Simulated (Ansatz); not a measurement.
**C2H4FNSi: a ladder of functionals and wavefunction methods**

Aim: compute C2H4FNSi with functionals from several rungs and with coupled cluster. The yardstick is the atomisation energy at the CCSD(T) limit.

The runs use Ansatz 0.2.0, Gaussian basis; functionals in def2-TZVPP, the program's frozen cores in correlated methods.

The runs, in order: LDA (SPW92), PBE-D4, revPBE-D4, BLYP-D4, r2SCAN-D4, B97M-V, PBE0-D4, B3LYP-D4, r2SCANh-D4, r2SCAN0-D4, HSE06-D4, BHLYP-D4, CAM-B3LYP-D4, LC-ωPBE, ωB97X-V, ωB97M-V, B2PLYP, PBE-QIDH; CCSD(T)/def2-SVP; CCSD(T)/def2-TZVPP; MP2/def2-QZVPP; extrapolation to the limit; RPA on PBE.

**1. Structure used throughout**

An earlier PBE0-D4 in a triple-zeta def2 set relaxation fixed the geometry.

SMILES `FC1=N[SiH2]C1`, 9 atoms, charge 0, spin multiplicity 1.

Atoms are counted from 1 here; the program's logs count them from 0.

Bond lengths: F1–C2 1.328 Å, C2–N3 1.265 Å, C2–C5 1.504 Å, N3–Si4 1.781 Å, Si4–C5 1.894 Å, Si4–H6 1.482 Å, Si4–H7 1.482 Å, C5–H8 1.090 Å, C5–H9 1.090 Å. Angles: F1–C2–N3 123.3°, F1–C2–C5 120.8°, N3–C2–C5 115.9°, C2–N3–Si4 87.6°, N3–Si4–C5 79.5°, N3–Si4–H6 114.5°, N3–Si4–H7 114.5°, C5–Si4–H6 117.2°, C5–Si4–H7 117.2°, H6–Si4–H7 110.8°, C2–C5–Si4 77.1°, C2–C5–H8 113.9°, C2–C5–H9 113.8°, Si4–C5–H8 119.3°, Si4–C5–H9 119.3°, H8–C5–H9 109.7°.

Geometry (Å):

```xyz
9

F     1.5311   -1.7478    0.6917
C     0.8406   -0.7600    0.1333
N     1.1978   -0.1772   -0.9316
Si   -0.2611    0.8325   -0.7782
C    -0.4381   -0.2675    0.7538
H     0.0089    2.2719   -0.5515
H    -1.2531    0.6476   -1.8634
H    -1.2302   -1.0164    0.7851
H    -0.3075    0.1707    1.7438
```

**2. LDA**

This LDA is Slater exchange with PW92 correlation.

Input file in.yaml:

```yaml
crystal:
  periodic: [false, false, false]
  atoms:
    - {symbol: F, position_ang: [1.531090, -1.747784, 0.691667]}
    - {symbol: C, position_ang: [0.840575, -0.760029, 0.133343]}
    - {symbol: N, position_ang: [1.197753, -0.177164, -0.931596]}
    - {symbol: Si, position_ang: [-0.261065, 0.832500, -0.778196]}
    - {symbol: C, position_ang: [-0.438098, -0.267512, 0.753784]}
    - {symbol: H, position_ang: [0.008925, 2.271886, -0.551487]}
    - {symbol: H, position_ang: [-1.253122, 0.647615, -1.863437]}
    - {symbol: H, position_ang: [-1.230165, -1.016367, 0.785144]}
    - {symbol: H, position_ang: [-0.307493, 0.170655, 1.743779]}
basis:
  gaussian: {orbitals: def2-TZVPP}
hamiltonian: {xc: lda}
output: {orbitals: {seedname: orbitals}}
```

Started as:

```console
> ansatz run in.yaml --threads 2 --pin off --events-out ev --progress --plain --max-ram 4352MiB
```

The runs that follow: PBE-D4 (GGA); revPBE-D4 (GGA); BLYP-D4 (GGA); r2SCAN-D4 (meta-GGA); B97M-V (meta-GGA); B3LYP-D4 (hybrid); r2SCANh-D4 (hybrid); r2SCAN0-D4 (hybrid); HSE06-D4 (hybrid); BHLYP-D4 (hybrid); CAM-B3LYP-D4 (range-separated); LC-ωPBE (range-separated); ωB97X-V (range-separated); ωB97M-V (range-separated); B2PLYP (double hybrid); PBE-QIDH (double hybrid); CCSD(T) in def2-SVP; CCSD(T) in def2-TZVPP; MP2 in def2-QZVPP; RPA on PBE orbitals.

Before running them: what should the planned runs give, taken together? Wanted: atomisation energy, CCSD(T)/CBS; farthest beyond LDA; mean size of error, GGA; mean size of error, meta-GGA; mean size of error, hybrid; mean size of error, range-separated; mean size of error, double hybrid; gap, smallest and largest; T1 diagnostic.

**Answer**, as computed:

| quantity | value |
| --- | --- |
| atomisation energy, CCSD(T)/CBS | 3496.8 kJ/mol |
| functionals within 17.5 kJ/mol (0.5 %) | B3LYP-D4, r2SCANh-D4, PBE-QIDH |
| farthest beyond LDA | BHLYP-D4 (-128.6 kJ/mol) |
| mean size of error, GGA | 55.7 kJ/mol |
| mean size of error, meta-GGA | 20.5 kJ/mol |
| mean size of error, hybrid | 44.8 kJ/mol |
| mean size of error, range-separated | 27.8 kJ/mol |
| mean size of error, double hybrid | 19.5 kJ/mol |
| gap, smallest and largest | 5.14 eV (LDA (SPW92)), 12.95 eV (LC-ωPBE) |
| T1 diagnostic | 0.0133 |
| triples share of the correlation energy | 4.1 % |

What this shows: The LDA atomisation energy is off by 594.5 kJ/mol (17 %): it overbinds. PBE-D4 is off by +124.6 kJ/mol. Double hybrids carry the basis error of their MP2 part in triple zeta, and no dispersion term here, so their miss is partly the set-up's. By mean error the best rung here is double hybrid (19.5 kJ/mol) and the worst beyond LDA is GGA (55.7 kJ/mol). The gap between the best rungs is small, so their order is not settled. The reference freezes the cores and leaves out relativity and excitations past (T), so misses under about 17.5 kJ/mol can't be ranked. Hartree-Fock recovers 70 % of the binding; the rest is correlation. CCSD(T) in def2-SVP is off by -219.7 kJ/mol, which most functionals beat. The gap grows from 5.1 to 12.9 eV across the functionals, mostly with the share of exact exchange.
